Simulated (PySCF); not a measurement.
**Ga₂: bond curves at several levels of theory**

An exercise on one series of results from a longer session: the logs are not shown, and one member is left open.

Program: PySCF 2.14.0. Level of theory: Ga def2-TZVPP, no relativity. These are calculated values, not measurements.

Set-up of the first run:

The job is set up so:

```
atoms                         : Ga, Ga
charge                        : 0
basis                         : Ga def2-TZVPP
Hamiltonian                   : no relativity
basis functions               : 96
electrons treated             : 62
masses in u                   : 68.9256, 68.9256
levels                        : PBE0, PBE, r²SCAN, LDA, M06-L, TPSSh, TPSS, HSE06, HF, MP2, SCS-MP2, CCSD, CCSD(T)
grid                          : 80 radial by 434 angular points
occupations                   : held fixed by the projection of orbital angular momentum
dissociation limit            : Ga + Ga, each in its ground configuration
starting distance in angstrom : 2.410
values of 2S to try           : 0, 2
```

Command:

```sh
$ OMP_NUM_THREADS=2 python dia.py task.json out
```

Steps of the session up to this table: Input; First curve: PBE0; Other states along the same grid; PBE (GGA); r²SCAN (meta-GGA); LDA (local density); M06-L (meta-GGA); TPSSh; TPSS; HSE06; UHF (mean field); Correlated methods on the Hartree–Fock reference.

One of the session's tables, all rows but one given; the rest of the session is left out.

It belongs to the step «The curves together». Energy (eV) from each level's lowest point:

```
R (Å)    UHF  UHF-MP2  UHF-SCS-MP2  UHF-CCSD  UHF-CCSD(T)
2.321  0.545    0.331        0.352       n/a          n/a
2.429  0.268    0.124        0.136     0.155        0.148
2.537  0.104    0.024        0.029     0.039        0.035
2.618      ?        ?            ?         ?            ?
2.699  0.004    0.008        0.004     0.000        0.000
2.780  0.000    0.040        0.034     0.022        0.023
2.888  0.027    0.111        0.103     0.079        0.081
3.023  0.099    0.228        0.219     0.181        0.182
3.185  0.221    0.392        0.385     0.326        0.325
3.401  0.418    0.624        0.622       n/a          n/a
```

Estimate the missing values for R (Å) = 2.618.

Worked estimate for «UHF». A straight line through the neighbours (2.537, 0.104) and (2.699, 0.004) gives 0.104 + (0.004 − 0.104) × (2.618 − 2.537) / (2.699 − 2.537) = 0.054; a parabola fitted to 4 rows on both sides gives 0.034.

As computed: UHF: 0.037; UHF-MP2: 0.000; UHF-SCS-MP2: 0.000; UHF-CCSD: 0.003; UHF-CCSD(T): 0.001. In «UHF» the line misses by +0.017 and the parabola by -0.003.

State 2 has its PBE0 minimum 0.11 eV higher. The other levels ran on the lowest alone.
